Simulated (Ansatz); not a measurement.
# BaF: the cost of one run

Computed with Ansatz 0.2.0 (the levels named in each step, unless a step's input says otherwise).

## 1. The structure to begin with

Bond lengths: F1–Ba2 1.979 Å.

Structure file:

```xyz
2

F     0.0000    0.0000    0.0000
Ba    0.0000    0.0000    1.9793
```

## 2. A rough first relaxation, PBE-D4/def2-SVP

Contents of input.yaml:

```yaml
crystal:
  periodic: [false, false, false]
  atoms:
    - { symbol: F, position_ang: [0.0, 0.0, 0.0] }
    - { symbol: Ba, position_ang: [0.0, 0.0, 1.9793] }
magnetization:
  spin_polarized: true
  initial_magnetization: 1
basis:
  gaussian: { orbitals: def2-SVP }
hamiltonian:
  xc: pbe
  dispersion: d4
relax:
  f_tol: 0.03
  max_steps: 200
```

Launch:

```sh
ansatz run input.yaml --threads 2 --pin off --max-ram 5120MiB --backend cpu --events-out ev --progress --plain --runs-dir out
```

Q: Estimate wall time and peak memory on 2 threads of Arm Neoverse V2, shared host.

About 4.6 s, with a peak of 0.13 GiB.
